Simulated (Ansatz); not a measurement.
# PtSe2 (Sudovikovite): the cost of one run

Computed with Ansatz 0.2.0 (DFT PBE, scalar-relativistic, plane waves, PAW, unless a step's input says otherwise).

The COD entry's cell or inner coordinates are ideal or old and differ from later refinements, so a difference from it is no clean test against experiment.

The runs add the D3(BJ) dispersion term to the functional named.

### 1 The system as given

Symmetry: P-3m1, No. 164, trigonal system. Conventional cell: a = 3.724 Å, b = 3.724 Å, c = 5.062 Å, α = 90.00°, β = 90.00°, γ = 120.00°. Pt (site symmetry -3m) is surrounded by 6 Se at 2.49 Å. Around Se (site symmetry 3m) lie 3 Pt at 2.49 Å.

Coordinates:

```cif
data_structure
_symmetry_space_group_name_H-M 'P 1'
_symmetry_Int_Tables_number 1
_cell_length_a 3.7240
_cell_length_b 3.7240
_cell_length_c 5.0620
_cell_angle_alpha 90.000
_cell_angle_beta 90.000
_cell_angle_gamma 120.000
_cell_volume 60.80
loop_
_atom_site_label
_atom_site_type_symbol
_atom_site_fract_x
_atom_site_fract_y
_atom_site_fract_z
_atom_site_occupancy
Pt1 Pt 0.00000 0.00000 0.00000 1
Se1 Se 0.33333 0.66667 0.25000 1
Se2 Se 0.66667 0.33333 0.75000 1
```

The moments start at Pt 1.00 μB.

### 2 First run, at the start cell

Input file input.yaml:

```yaml
crystal:
  lattice:
    - [3.724, 0.0, 0.0]
    - [-1.862, 3.2250786037, 0.0]
    - [0.0, 0.0, 5.062]
  atoms:
    - { symbol: Pt, position: [0.0, 0.0, 0.0], spin: 1.0 }
    - { symbol: Se, position: [0.3333333333, 0.6666666667, 0.25] }
    - { symbol: Se, position: [0.6666666667, 0.3333333333, 0.75] }
basis:
  ecutwfc: 420
  ecutrho_ratio: 4
kpoints:
  mp_grid: { grid: [10, 10, 8] }
hamiltonian:
  xc: pbe
  dispersion: d3bj
scf:
  occupations: { method: gaussian, width: 0.05 }
output:
  forces: true
  stress: true
  eigenvalues: true
  populations: true
magnetization:
  spin_polarized: true
relax:
  f_tol: 0.01
  max_steps: 60
  cell: { stress_tol: 0.04 }
```

Launch:

```
ansatz run input.yaml --threads 2 --pin off --max-ram 5120MiB --backend cpu --events-out ev --progress --plain --runs-dir out
```

What time and memory should one allow on 2 threads of Intel Xeon at 2.50GHz (Skylake/Cascade Lake), shared host?

About 2.7 min, with a peak of 0.58 GiB.
